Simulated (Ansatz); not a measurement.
# InRh2 (Fm-3m) in Ansatz: convergence with wavefunction cutoff

Aim: find how far wavefunction cutoff must go before the results for InRh2 settle, at PBEsol. This setting moves, with any that are tied to it; all else stays.

Program: Ansatz 0.2.0. These are calculated values, not measurements. Logs are shortened: lines on timing, memory, paths and dates and some standing lists are left out, and cuts for length are marked.

### 1 The structure

It takes space group Fm-3m (No. 225, cubic). The conventional cell has a = 5.781 Å, b = 5.781 Å, c = 5.781 Å, α = 90.00°, β = 90.00°, γ = 90.00°. In (site symmetry m-3m) has 8 Rh at 2.50 Å as nearest neighbours. Rh (site symmetry -43m) is surrounded by 4 In at 2.50 Å.

The cell was built by a generator and needn't be a form met in nature.

### 2 With wavefunction cutoff 400 eV

The input, input.yaml:

```yaml
crystal:
  lattice:
    - [0.0, 2.89070466, 2.89070466]
    - [2.89070466, 0.0, 2.89070466]
    - [2.89070466, 2.89070466, 0.0]
  atoms:
    - { symbol: In, position: [0.0, 0.0, 0.0] }
    - { symbol: Rh, position: [0.25, 0.25, 0.25] }
    - { symbol: Rh, position: [0.75, 0.75, 0.75] }
hamiltonian:
  xc: pbesol
  pseudopotentials: { kind: paw, source: jth, xc_functional: pbe }
kpoints:
  mp_grid: { grid: [7, 7, 7] }
scf:
  occupations: { method: gaussian, width: 0.1 }
output:
  forces: true
  stress: true
  eigenvalues: true
basis:
  ecutwfc: "400 eV"
```

Potentials or basis: JTH PAW.

The run is started by

```sh
> ansatz run input.yaml --threads 2 --pin off --max-ram 5632MiB --backend cpu --events-out ev --progress --plain --runs-dir out
```

The program printed:

```text
Warning: basis.ecutwfc = 400 eV is below the records' recommended 9000 eV, and the density's cutoff is lower with it unless basis.ecutrho_ratio is high enough to keep the records' density cutoff: compare with a run at a higher cutoff
Warning: the checks of this In dataset prove no rule for summing its radial tables, as where they were carried onto another mesh than they were made on, and Gregory's rule is taken, under which a leading mesh point left out moves its sums only by what lay on the interval it spanned. That does not make them correct, and they differ from Quantum ESPRESSO's on this file; a re-export a fraction of a mesh step off can move them. hamiltonian.pseudopotentials.radial_quadrature: simpson_from_first_knot sums it by `pw.x`'s rule; on a PAW file no value gives `pw.x`'s numbers. What more to know: hamiltonian.pseudopotentials.radial_quadrature, in the input reference
Warning: the checks of this Rh dataset prove no rule for summing its radial tables, as where they were carried onto another mesh than they were made on, and Gregory's rule is taken, under which a leading mesh point left out moves its sums only by what lay on the interval it spanned. That does not make them correct, and they differ from Quantum ESPRESSO's on this file; a re-export a fraction of a mesh step off can move them. hamiltonian.pseudopotentials.radial_quadrature: simpson_from_first_knot sums it by `pw.x`'s rule; on a PAW file no value gives `pw.x`'s numbers. What more to know: hamiltonian.pseudopotentials.radial_quadrature, in the input reference
Warning: RAYON_NUM_THREADS=2 ignored (pool sized by the plan → 2); use --threads N
Engine: ansatz 0.2.0, x86_64-unknown-linux-gnu
Pseudopotentials: kind: paw
Pseudopotential: In, paw, valence charge 13, recommended cutoff 9000 eV (normal), In.paw.azcp
Pseudopotential: Rh, paw, valence charge 17, recommended cutoff 2100 eV (normal), Rh.paw.azcp
Functional definition: PBEsol
  exchange = pbesol_x
  correlation = pbesol_c
Crystal: 3 atoms, lattice volume = 48.310 Å³
Basis set: ecut = 400 eV, 893 PW (Γ), exchange–correlation on 54×54×54 points (8 copies of the dense FFT grid, shifted against one another)
Bands: 29, of which v1, the nominal top of the filled ones, is band 24 counted from 1 (23 counted from 0)
Symmetry: 48 space group operations
Space group: Fm-3m (ITA 225), of the structure as read, at distance tolerance 3.6e-5 Å
k-points: 20 of 343
Non-local potential: In, projectors of the file, l = 0: 2, l = 1: 2, l = 2: 2
Non-local potential: Rh, projectors of the file, l = 0: 2, l = 1: 2, l = 2: 2
PAW form: soft (Blöchl's): semilocal exchange-correlation on the pseudo side does not see the compensation charge
PAW frozen core: In, regenerated for the run's functional, and the local potential with it (the file was generated under x = pbe(κ = 0.804, μ = 0.2195149727645171), c = pbe(β = 0.06672455060314922))
PAW frozen core: Rh, regenerated for the run's functional, and the local potential with it (the file was generated under x = pbe(κ = 0.804, μ = 0.2195149727645171), c = pbe(β = 0.06672455060314922))
PAW one-centre angular grid: In, 590 points (default); XC on 96 Gauss nodes
PAW one-centre angular grid: Rh, 590 points (default); XC on 64 Gauss nodes
Initial density: superposition of atomic densities (chi_scale 0.1, normalization cell, long waves kept (reshape's long-wave potential 0.00 eV rms))
Initial wavefunctions: pseudopotential atomic-orbital guess
Functional: x = pbesol(κ = 0.804, μ = 0.12345679012345678), c = pbesol(β = 0.046)
SCF iter   1: F=—  HF=-18181.957102 eV  |F-HF|=—  |Δ(HF+E_count)|=         —  Δρ=9.83e-2  dr2=5.30e0  ethr=3.10e-3  ⟨swp⟩=9.6  Hψ=3532  notcnv=0
preconditioner: auto → Kerker (q_TF=auto, 2.716 Å⁻¹)  [metal: Δε(μ)=0.008 eV  Ē_g=11.768 eV  σ=0.100 eV  W_gap=0.04  n_scr=14 (ndim 8)  ℏωp=29.7 eV  f_vac=0.000  D(μ)=6.57/eV (n_scr^D=112)]
SCF iter   2: F=—  HF=-18181.034857 eV  |F-HF|=—  |Δ(HF+E_count)|=   9.22e-1  Δρ=4.85e-2  dr2=1.36e0  ethr=3.10e-3  ⟨swp⟩=2.0  Hψ=961  notcnv=0  defer=19
SCF iter   3: F=—  HF=-18180.719325 eV  |F-HF|=—  |Δ(HF+E_count)|=   3.16e-1  Δρ=8.81e-3  dr2=4.73e-2  ethr=2.89e-3  ⟨swp⟩=2.0  Hψ=824  notcnv=0  defer=19
SCF iter   4: F=—  HF=-18180.706994 eV  |F-HF|=—  |Δ(HF+E_count)|=   1.23e-2  Δρ=1.62e-3  dr2=1.68e-3  ethr=1.01e-4  ⟨swp⟩=2.0  Hψ=966  notcnv=0  defer=19
SCF iter   5: F=—  HF=-18180.706443 eV  |F-HF|=—  |Δ(HF+E_count)|=   5.51e-4  Δρ=5.32e-4  dr2=2.11e-4  ethr=3.58e-6  ⟨swp⟩=2.5  Hψ=849  notcnv=0  defer=19
SCF iter   6: F=—  HF=-18180.706405 eV  |F-HF|=—  |Δ(HF+E_count)|=   3.79e-5  Δρ=3.39e-4  dr2=2.83e-5  ethr=4.48e-7  ⟨swp⟩=2.0  Hψ=829  notcnv=0  defer=19
SCF iter   7: F=—  HF=-18180.706462 eV  |F-HF|=—  |Δ(HF+E_count)|=   5.64e-5  Δρ=9.77e-5  dr2=3.64e-6  ethr=6.03e-8  ⟨swp⟩=2.0  Hψ=674  notcnv=0  defer=19
SCF iter   8: F=—  HF=-18180.706461 eV  |F-HF|=—  |Δ(HF+E_count)|=   1.38e-7  Δρ=2.57e-5  dr2=5.29e-7  ethr=7.74e-9  ⟨swp⟩=2.0  Hψ=719  notcnv=0  defer=19
SCF iter   9: F=-18180.706461 eV  HF=-18180.706461 eV  |F-HF|=5.11e-9  |Δ(HF+E_count)|=   4.40e-8  Δρ=4.82e-6  dr2=1.51e-8  ethr=2.13e-10  ⟨swp⟩=10.8  Hψ=3007  notcnv=0
SCF 1 converged in 9 iterations: F = -18180.706461 eV  dr2 = 1.51e-8
SCF converged after 9 iterations
Free energy (F): -18180.706461 eV
Harris-Foulkes:  -18180.706461 eV  (|F-HF|=5.11e-9)
Internal energy: -18180.688873 eV  (E = F + TS)
E sigma→0 (E₀):  -18180.697667 eV
Entropy (-TS):   -0.017588 eV (-5.863 meV/atom)
Fermi energy:    17.303501 eV
--- Per-component energies (eV) ---
  E_band       = -228.640606
  E_kinetic    = 1216.583475
  E_local      = -5641.272892  (includes V_loc(G=0)·N_el)
  E_nonlocal   = 2187.327585
  E_hartree    = 1766.878287
  E_xc         = -484.994523
  E_vxc        = -496.654017  (∫ρ·V_xc dr)
  E_paw        = -11293.605360  (= ΣΔE_a)
  E_vpaw       = -1028.374780  (= ΣTr[D̂ρ^β])
  E_aug_tail   = -0.002214  (compensation charges beyond the density's cutoff)
  E_ewald      = -5932.389545
  E_core_change = 0.786312  (= ΣΔE_core)
  E_smearing   = -0.017588  (= −TS)
  E_closure    = 0.000000  (closes the sum)
  Σ components = -18180.706461   (vs F -18180.706461, Δ=0.00e0)
--- Forces (eV/Å), atoms counted from 1 ---
  atom   1  In    -0.00000000     0.00000000    -0.00000000
  atom   2  Rh    -0.00000000    -0.00000000     0.00000000
  atom   3  Rh     0.00000000    -0.00000000     0.00000000
  max |Σ_I F_I| component: 9.25e-17 eV/Å
--- Stress (GPa, compression-positive) ---
       24.045751       0.000000       0.000000
        0.000000      24.045751       0.000000
       -0.000000       0.000000      24.045751
  P = ⅓ Tr σ = 24.0458 GPa (240.458 kbar)
--- Band table (eV; the first three rows and the last of 20) ---
  k-point 0: bands = ["-60.2029", "-60.1568", "-28.2444", "-28.2444", "-28.2444", "-28.0835", "-28.0835", "-28.0835", "3.6611", "3.6611", "3.6611", "3.7507", "3.7507", "8.6131", "13.3477", "13.3477", "13.3477", "14.1258", "14.1258", "17.4174", "17.4174", "17.4174", "18.3956", "18.3956", "24.5529", "25.1586", "25.1586", "25.1586", "26.6590"]
  k-point 1: bands = ["-60.2005", "-60.1590", "-28.2368", "-28.2366", "-28.2366", "-28.0932", "-28.0917", "-28.0917", "3.6455", "3.6566", "3.6566", "3.7611", "3.7611", "8.9052", "13.3441", "13.4929", "13.4929", "14.2549", "14.2549", "17.1199", "17.2674", "17.2674", "18.0185", "18.0185", "22.7601", "24.9651", "24.9651", "25.0084", "26.9466"]
  k-point 2: bands = ["-60.1940", "-60.1653", "-28.2160", "-28.2147", "-28.2147", "-28.1188", "-28.1145", "-28.1145", "3.6091", "3.6464", "3.6464", "3.7846", "3.7846", "9.6918", "13.3528", "13.8808", "13.8808", "14.6488", "14.6488", "16.5060", "16.8388", "16.8388", "17.1501", "17.1501", "19.7974", "24.6997", "24.6997", "25.8272", "27.1324"]
  k-point 19: bands = ["-60.1803", "-60.1784", "-28.2770", "-28.2619", "-28.1882", "-28.1433", "-28.0714", "-28.0585", "3.5687", "3.5930", "3.6401", "3.7857", "3.8499", "11.1868", "13.5851", "13.9553", "14.5728", "14.8458", "15.3439", "15.8869", "16.3430", "16.7276", "17.0587", "17.0743", "17.7510", "19.8410", "20.3987", "26.9067", "28.9650"]
```

It took 0.63 s on 2 threads of Intel Xeon Platinum 8488C (Sapphire Rapids), shared host; peak memory 0.34 GiB.

Results:

| Property | Result |
| --- | --- |
| Free energy | -18180.7065 eV |
| Pressure | 24.0 GPa |
| Band gap on the k mesh | none (metal or under the smearing width) |

### 3 With wavefunction cutoff 500 eV

Changes to input.yaml since step 2:

```diff
@@ -21,2 +21,2 @@
 basis:
-  ecutwfc: "400 eV"
+  ecutwfc: "500 eV"
```

Potentials or basis: JTH PAW.

The run is started by

```sh
> ansatz run input.yaml --threads 2 --pin off --max-ram 5632MiB --backend cpu --events-out ev --progress --plain --runs-dir out
```

Wall time 0.82 s (2 threads of Intel Xeon Platinum 8488C (Sapphire Rapids), shared host); peak memory 0.36 GiB.

What came out:

- Free energy: -18180.7804 eV
- Pressure: 24.0 GPa
- Band gap on the k mesh: none (metal or under the smearing width)

### 4 With wavefunction cutoff 600 eV

Changes to input.yaml since step 3:

```diff
@@ -21,2 +21,2 @@
 basis:
-  ecutwfc: "500 eV"
+  ecutwfc: "600 eV"
```

The run is started by

```sh
> ansatz run input.yaml --threads 2 --pin off --max-ram 5632MiB --backend cpu --events-out ev --progress --plain --runs-dir out
```

Wall time 1.1 s (2 threads of Intel Xeon Platinum 8488C (Sapphire Rapids), shared host); peak memory 0.39 GiB.

What came out:

```
Free energy            : -18180.8211 eV
Pressure               : 24.0 GPa
Band gap on the k mesh : none (metal or under the smearing width)
```

### 5 With wavefunction cutoff 700 eV

Changes to input.yaml since step 4:

```diff
@@ -21,2 +21,2 @@
 basis:
-  ecutwfc: "600 eV"
+  ecutwfc: "700 eV"
```

The run is started by

```sh
> ansatz run input.yaml --threads 2 --pin off --max-ram 5632MiB --backend cpu --events-out ev --progress --plain --runs-dir out
```

Run time: 1.1 s. Hardware: 2 threads of Intel Xeon Platinum 8488C (Sapphire Rapids), shared host; peak memory 0.4 GiB.

Results:

| Item | Value |
| --- | --- |
| Free energy | -18180.8373 eV |
| Pressure | 24.0 GPa |
| Band gap on the k mesh | none (metal or under the smearing width) |

### 6 With wavefunction cutoff 850 eV

Changes to input.yaml since step 5:

```diff
@@ -21,2 +21,2 @@
 basis:
-  ecutwfc: "700 eV"
+  ecutwfc: "850 eV"
```

Potentials or basis: JTH PAW.

The run is started by

```sh
> ansatz run input.yaml --threads 2 --pin off --max-ram 5632MiB --backend cpu --events-out ev --progress --plain --runs-dir out
```

Run time: 1.4 s. Hardware: 2 threads of Intel Xeon Platinum 8488C (Sapphire Rapids), shared host; peak memory 0.44 GiB.

The run converged. Its results:

```
Free energy            : -18180.8809 eV
Pressure               : 24.0 GPa
Band gap on the k mesh : none (metal or under the smearing width)
```

### 7 With wavefunction cutoff 1000 eV

Changes to input.yaml since step 6:

```diff
@@ -21,2 +21,2 @@
 basis:
-  ecutwfc: "850 eV"
+  ecutwfc: "1000 eV"
```

The run is started by

```sh
> ansatz run input.yaml --threads 2 --pin off --max-ram 5632MiB --backend cpu --events-out ev --progress --plain --runs-dir out
```

It took 1.7 s on 2 threads of Intel Xeon Platinum 8488C (Sapphire Rapids), shared host; peak memory 0.48 GiB.

Results (log left out):

```
Free energy            : -18180.8971 eV
Pressure               : 24.0 GPa
Band gap on the k mesh : none (metal or under the smearing width)
```

### 8 With wavefunction cutoff 1200 eV

Changes to input.yaml since step 7:

```diff
@@ -21,2 +21,2 @@
 basis:
-  ecutwfc: "1000 eV"
+  ecutwfc: "1200 eV"
```

The run is started by

```sh
> ansatz run input.yaml --threads 2 --pin off --max-ram 5632MiB --backend cpu --events-out ev --progress --plain --runs-dir out
```

Run time: 2.1 s. Hardware: 2 threads of Intel Xeon Platinum 8488C (Sapphire Rapids), shared host; peak memory 0.54 GiB.

Results (log left out):

```
Free energy            : -18180.9146 eV
Pressure               : 24.0 GPa
Band gap on the k mesh : none (metal or under the smearing width)
```

### 9 With wavefunction cutoff 1400 eV

Changes to input.yaml since step 8:

```diff
@@ -21,2 +21,2 @@
 basis:
-  ecutwfc: "1200 eV"
+  ecutwfc: "1400 eV"
```

Potentials or basis: JTH PAW.

The run is started by

```sh
> ansatz run input.yaml --threads 2 --pin off --max-ram 5632MiB --backend cpu --events-out ev --progress --plain --runs-dir out
```

Wall time 2.8 s (2 threads of Intel Xeon Platinum 8488C (Sapphire Rapids), shared host); peak memory 0.55 GiB.

It converged, with:

```
Free energy            : -18180.9250 eV
Pressure               : 24.0 GPa
Band gap on the k mesh : none (metal or under the smearing width)
```

### 10 With wavefunction cutoff 1700 eV

Changes to input.yaml since step 9:

```diff
@@ -21,2 +21,2 @@
 basis:
-  ecutwfc: "1400 eV"
+  ecutwfc: "1700 eV"
```

The run is started by

```sh
> ansatz run input.yaml --threads 2 --pin off --max-ram 5632MiB --backend cpu --events-out ev --progress --plain --runs-dir out
```

Wall time 3.6 s (2 threads of Intel Xeon Platinum 8488C (Sapphire Rapids), shared host); peak memory 0.69 GiB.

It converged, with:

```
Free energy            : -18180.9621 eV
Pressure               : 24.0 GPa
Band gap on the k mesh : none (metal or under the smearing width)
```

### 11 Result

```csv
wavefunction cutoff,"energy less the tightest run, at zero smearing (meV/atom)",pressure (GPa),SCF cycles,CPU time (s),peak memory (GiB)
400 eV,85.22,24.05,9,1.1,0.34
500 eV,60.58,23.99,9,1.5,0.36
600 eV,47.02,23.97,9,1.9,0.39
700 eV,41.62,23.95,9,2.1,0.4
850 eV,27.08,23.96,9,2.6,0.44
1000 eV,21.69,23.97,9,3.2,0.48
1200 eV,15.86,23.97,9,4,0.54
1400 eV,12.39,23.97,9,5.3,0.55
1700 eV,0.00,23.96,9,6.8,0.69
```

Against the tightest run, the pressure stays within 0.1 GPa from 400 eV on. Not settled before the last step: the energy (to 1 meV/atom). The tightest run that finished is the yardstick and may itself not be fully converged.

Caveats: so large a pressure means that the cell lies far from this level's equilibrium, or that cutoff or potentials fall short; the cutoff lies under the one recommended for these potentials.
